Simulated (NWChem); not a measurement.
**CH2NOSi (SMILES O=C=N[SiH2]): levels of theory compared**

We compute a comparison of 3 runs (UHF/STO-3G, UHF/3-21G, UB3LYP/6-31G*) of CH2NOSi. 

Program for the calculation: NWChem 7.3.0.

## Step 1: The system as given

CH2NOSi: 6 atoms, total charge 0, spin state doublet. SMILES: `O=C=N[SiH2]`. The coordinates come from a PBE0-D4/def2-TZVP relaxation.

Bond lengths: O1–C2 1.164 Å, C2–N3 1.195 Å, N3–Si4 1.706 Å, Si4–H5 1.486 Å, Si4–H6 1.486 Å. Angles: O1–C2–N3 178.3°, C2–N3–Si4 162.2°, N3–Si4–H5 108.6°, N3–Si4–H6 108.6°, H5–Si4–H6 111.4°.

## Step 2: Energy and forces at UHF/STO-3G (run 1)

a.nw reads:

```
start a
title "CH2NOSi hf"
memory stack 880 mb heap 220 mb global 1100 mb

geometry units angstrom noautosym nocenter noautoz
 O        1.089700      -2.025700       1.610400
 C        0.648500      -1.177800       0.945400
 N        0.216300      -0.284900       0.279200
 Si      -0.683300       0.591600      -0.875300
 H        0.261300       1.214200      -1.839100
 H       -1.490500       1.618700      -0.166800
end

basis spherical bse
 * library STO-3G
end

scf
 nopen 1
 uhf
 thresh 1e-08
 maxiter 80
 noprint "final vectors analysis"
end

task scf gradient
```

The run is started by

```sh
$ nwchem a.nw > a.out
```

The log of the run:

```text
[...]
  functions       =    26
[...]
  wavefunction    = UHF
[...]
         Total SCF energy =   -451.690895044388
      One electron energy =   -885.010745056996
      Two electron energy =    303.181527275226
 Nuclear repulsion energy =    130.138322737382
                       Sz =      0.5000
                 Sz(Sz+1) =      0.7500
                      S^2 =      0.7673
[...]
                         UHF ENERGY GRADIENTS
    atom               coordinates                        gradient
                 x          y          z           x          y          z
   1 O       2.059234  -3.828018   3.043215   -0.030324   0.055678  -0.045099
   2 C       1.225487  -2.225719   1.786547    0.031587  -0.055497   0.046390
   3 N       0.408748  -0.538383   0.527611   -0.002229  -0.003830  -0.001417
   4 Si     -1.291250   1.117962  -1.654077    0.003615  -0.023480   0.009520
   5 H       0.493785   2.294505  -3.475395    0.016754   0.009402  -0.021956
   6 H      -2.816637   3.058899  -0.315206   -0.019404   0.017727   0.012563
[...]
```

It took 2.3 s on 1 thread of AMD EPYC 9R14 (Zen 4), shared host; peak memory 0.098 GiB.

## Step 3: Energy and forces at UHF/3-21G (run 2)

sp.nw reads:

```
START sp
memory 2200 mb
GEOMETRY units angstroms noautosym nocenter noautoz
   O      1.089700    -2.025700     1.610400
   C      0.648500    -1.177800     0.945400
   N      0.216300    -0.284900     0.279200
   Si    -0.683300     0.591600    -0.875300
   H      0.261300     1.214200    -1.839100
   H     -1.490500     1.618700    -0.166800
END
BASIS spherical bse
   O library 3-21G
   C library 3-21G
   N library 3-21G
   Si library 3-21G
   H library 3-21G
END
SCF
   doublet
   uhf
   thresh 1e-08
   maxiter 80
   print medium
END
TASK scf gradient
```

The run is started by

```sh
$ nwchem sp.nw > sp.out
```

The log of the run:

```text
[...]
  functions       =    44
[...]
  wavefunction    = UHF
[...]
         Total SCF energy =   -454.800844351745
      One electron energy =   -885.075028726690
      Two electron energy =    300.135861637563
 Nuclear repulsion energy =    130.138322737382
                       Sz =      0.5000
                 Sz(Sz+1) =      0.7500
                      S^2 =      0.7545
[...]
                         UHF ENERGY GRADIENTS
    atom               coordinates                        gradient
                 x          y          z           x          y          z
   1 O       2.059234  -3.828018   3.043215   -0.003891   0.007853  -0.005957
   2 C       1.225487  -2.225719   1.786547    0.012817  -0.036255   0.022073
   3 N       0.408748  -0.538383   0.527611   -0.016785   0.043579  -0.027991
   4 Si     -1.291250   1.117962  -1.654077    0.004676  -0.014955   0.008524
   5 H       0.493785   2.294505  -3.475395    0.002208  -0.000244   0.001085
   6 H      -2.816637   3.058899  -0.315206    0.000976   0.000023   0.002266
[...]
```

Run time: 2.6 s. Hardware: 1 thread of AMD EPYC 9R14 (Zen 4), shared host; peak memory 0.099 GiB.

## Step 4: Energy and forces at UB3LYP/6-31G(d) (Cartesian functions) (run 3)

ch2nosi.nw reads:

```
start ch2nosi
title "CH2NOSi B3LYP"
memory 2200 mb

geometry units angstrom noautosym nocenter noautoz
   O     1.089700   -2.025700    1.610400
   C     0.648500   -1.177800    0.945400
   N     0.216300   -0.284900    0.279200
   Si   -0.683300    0.591600   -0.875300
   H     0.261300    1.214200   -1.839100
   H    -1.490500    1.618700   -0.166800
end

basis "ao basis" cartesian
   O library 6-31G*
   C library 6-31G*
   N library 6-31G*
   Si library 6-31G*
   H library 6-31G*
end

dft
   xc b3lyp
   mult 2
   grid xfine
   convergence energy 1e-08
   maxiter 100
   mulliken
   print medium
end

task dft gradient
```

The run is started by

```sh
$ nwchem ch2nosi.nw > ch2nosi.out
```

The log of the run:

```text
[...]
          Wavefunction type:  spin polarized.
          No. of atoms     :     6
          No. of electrons :    37
[...]
          Charge           :     0
          Spin multiplicity:     2
[...]
          AO basis - number of functions:    68
[...]
              XC Information
              --------------
                         B3LYP Method XC Potential
                     Hartree-Fock (Exact) Exchange  0.200
                        Slater Exchange Functional  0.800 local
                    Becke 1988 Exchange Functional  0.720 non-local
              Lee-Yang-Parr Correlation Functional  0.810
                  VWN I RPA Correlation Functional  0.190 local
[...]
 d= 0,ls=0.0,diis     1   -458.6595977632 -5.89D+02  9.34D-03  2.31D-01     1.9
[...]
 d= 0,ls=0.0,diis    12   -458.7585803117 -1.35D-09  3.33D-07  8.87D-10    20.9
[...]
         Total DFT energy =     -458.758580311660
      One electron energy =     -888.925200140384
           Coulomb energy =      342.606077965241
    Exchange-Corr. energy =      -42.577780873899
 Nuclear repulsion energy =      130.138322737382
[...]
      <S2> =      0.7515 (Exact =     0.7500)
[...]
  wavefunction    = open shell
                         DFT ENERGY GRADIENTS
    atom               coordinates                        gradient
                 x          y          z           x          y          z
   1 O       2.059234  -3.828018   3.043215   -0.010593   0.020096  -0.015910
   2 C       1.225487  -2.225719   1.786547    0.002921  -0.005947   0.004489
   3 N       0.408748  -0.538383   0.527611    0.003913  -0.009475   0.006357
   4 Si     -1.291250   1.117962  -1.654077    0.003860  -0.002346   0.004648
   5 H       0.493785   2.294505  -3.475395   -0.000473  -0.001058   0.000612
   6 H      -2.816637   3.058899  -0.315206    0.000371  -0.001271  -0.000196
[...]
```

Wall time 27 s (1 thread of AMD EPYC 9R14 (Zen 4), shared host); peak memory 0.13 GiB.

## Step 5: Overview of the runs

| run | level | Cartesian functions | iteration cap | energy (Eh) | dipole moment (D) | ⟨S²⟩ | largest force (eV/Å) | wall time |
| --- | --- | --- | --- | --- | --- | --- | --- | --- |
| 1 | UHF/STO-3G | no | 80 | -451.690895 | 2.93 | 0.767 | 4.059 | 2.3 s |
| 2 | UHF/3-21G | no | 80 | -454.800844 | 2.60 | 0.754 | 2.800 | 2.6 s |
| 3 | UB3LYP/6-31G* (Cartesian functions) | yes | 100 | -458.758580 | 1.80 | 0.751 | 1.426 | 27 s |

## Step 6: Outcome

| quantity | value |
| --- | --- |
| run 3: total energy | -458.75858 Eh |
| run 3: dipole moment | 1.80 D |
| run 3: HOMO energy (highest over α and β) | -5.97 eV |
| run 3: LUMO energy (lowest over α and β) | -3.07 eV |
| run 3: ⟨S²⟩ | 0.751 |
| run 3: largest force on an atom | 1.426 eV/Å |

The dipole moment (its size) runs from 1.80 D (UB3LYP/6-31G*) to 2.93 D (UHF/STO-3G). The two ends differ in method and basis. In run 1 the basis is minimal, so the values are rough. All runs together took 32 s, the longest 27 s.
